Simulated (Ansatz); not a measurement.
# The cluster In5: structure and electronic state

Aim: characterise the cluster In5 as a doublet: its structure, frontier levels and distribution of charge and spin.

Method: UKS PBE0-D4/def2-TZVP; program: Ansatz 0.2.0, Gaussian basis.

Levels to be run: relaxation at PBE0-D4/def2-SVP; a search for the lowest solution at PBE0-D4/def2-SVP; a single point at PBE0-D4/def2-TZVP.

4 further runs of the same task are left out: 2 that didn't finish, 2 set aside as unsound or not needed. Runs told in other sessions of the task aren't counted.

### 1 The starting structure

5 atoms, charge 0, spin multiplicity 2.

Atoms are counted from 1 here; the program's logs count them from 0.

Bond lengths: In1–In2 3.050 Å, In1–In3 3.313 Å, In1–In5 3.291 Å, In2–In5 2.863 Å, In3–In4 3.066 Å, In4–In5 2.855 Å. Angles: In2–In1–In3 91.6°, In2–In1–In5 53.5°, In3–In1–In5 60.4°, In1–In2–In5 67.6°, In1–In3–In4 91.3°, In3–In4–In5 68.2°, In1–In5–In2 58.9°, In1–In5–In4 95.7°, In2–In5–In4 74.7°.

Geometry (Å):

```xyz
5

In    0.8988    0.6385    2.0766
In   -0.0236   -2.0567    0.9871
In    0.8877    1.9702   -0.9568
In   -0.1007   -0.6593   -2.1854
In   -1.6623    0.1073    0.0786
```

In takes a core potential in the def2 sets. No spin-orbit coupling is included.

The start is a GFN2-xTB geometry.

### 2 Optimising with PBE0-D4/def2-SVP

in.yaml reads:

```yaml
crystal:
  periodic: [false, false, false]
  atoms:
    - {symbol: In, position_ang: [0.898810, 0.638510, 2.076550]}
    - {symbol: In, position_ang: [-0.023560, -2.056730, 0.987120]}
    - {symbol: In, position_ang: [0.887710, 1.970220, -0.956820]}
    - {symbol: In, position_ang: [-0.100670, -0.659300, -2.185400]}
    - {symbol: In, position_ang: [-1.662300, 0.107300, 0.078560]}
basis:
  gaussian: {orbitals: def2-SVP}
magnetization: {spin_polarized: true, initial_magnetization: 1}
hamiltonian: {xc: pbe0, dispersion: d4}
scf: {lower_state_search: "off"}
output: {orbitals: {seedname: orbitals}}
relax: {f_tol: 0.02, max_steps: 100}
```

Run with:

```
$ ansatz run in.yaml --threads 4 --pin off --events-out ev --progress --plain --max-ram 4787MiB
```

The runs that follow: Searching for the lowest solution, PBE0-D4/def2-SVP; Single point, PBE0-D4/def2-TZVP.

**Question.** What will the summary of the whole plan be? Wanted: point group; commonest bond; HOMO, LUMO at PBE0-D4/def2-TZVP; ⟨S²⟩; dipole at PBE0-D4/def2-SVP.

**Answer**, as computed:

```
                                         quantity                            value
                                      point group                               Cs
                                   commonest bond  In–In, 5 of mean length 2.934 Å
HOMO, LUMO at PBE0-D4/def2-TZVP (over both spins)                  -4.56, -3.04 eV
                                             ⟨S²⟩                            0.775
                       dipole at PBE0-D4/def2-SVP                           1.27 D
```

**Reading.** The molecule keeps its bonding pattern by the stored test; the atoms moved 0.50 Å (rms), and the angle In3–In1–In5 went from 60° to 82°. No usable vibrations, so a minimum isn't proven. The alpha HOMO lies nearest to In3, In5 about 23 % each; In1, In4 about 20 % each and the alpha LUMO to In2, In3 about 30 % each; In5 25 % (shares on a coarse grid); over both spins the HOMO and the LUMO of beta spin, not drawn, take the frontier's place. Whether this spin is the lowest isn't tested here.
